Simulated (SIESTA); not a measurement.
Crystal: PtRh3.

```xyz
4
Lattice="3.8405 0.0000 0.0000 0.0000 3.8405 0.0000 0.0000 0.0000 3.8405" Properties=species:S:1:pos:R:3 pbc="T T T"
Pt    1.9202    1.9202    1.9202
Rh    0.0000    0.0000    1.9202
Rh    0.0000    1.9202    0.0000
Rh    1.9202    0.0000    0.0000
```

The cell comes from a database or a generator and needn't be the stable form of this composition.

```yaml
Program: SIESTA 5.4.2
Task: single point
Functional: PBEsol
Potentials_or_basis: PseudoDojo 0.4 standard (PBEsol files)
Basis: DZP (energy shift 0.003 Ry; two zetas on semicore shells)
Grid_cutoff: 800 Ry
Energy_shift: 0.003 Ry
k_mesh: 7 × 7 × 7
Occupations: fermi-dirac, width 0.05 eV
Spin: no spin polarisation
```

On this cell: pressure -1.8 GPa; largest force zero by symmetry; band gap on the k mesh none (metal or under the smearing width).

The same run follows on a disturbed copy (atoms moved at random, drawn with an rms of 0.05 Å):

```
Pt Rh
1.0
     3.84048    0.00000    0.00000
     0.00000    3.84048    0.00000
     0.00000    0.00000    3.84048
Pt Rh
1 3
Direct
  0.49281 0.50180 0.50738
  0.99778 0.00488 0.50063
  0.00178 0.50068 0.00344
  0.48759 0.99955 0.99079
```

Question: What does the disturbed cell give?

Answer: The energy (extrapolated to zero smearing) moves by +11.0 meV/atom; pressure -1.3 GPa; largest force 0.932 eV/Å; band gap on the k mesh none (metal or under the smearing width).

Forces on the atoms (eV/Å):
```
Pt   0.410  0.024 -0.621
Rh  -0.374 -0.202 -0.152
Rh  -0.598  0.076  0.029
Rh   0.562  0.102  0.737
```

Stress tensor (GPa, compression positive):
```
-1.48  0.05  0.07
 0.05 -1.19  0.04
 0.07  0.04 -1.32
```

Caveats: short orbitals over semicore shells can move pressures by several GPa; the basis of atomic orbitals isn't converged, which shifts pressures, moduli and gaps.
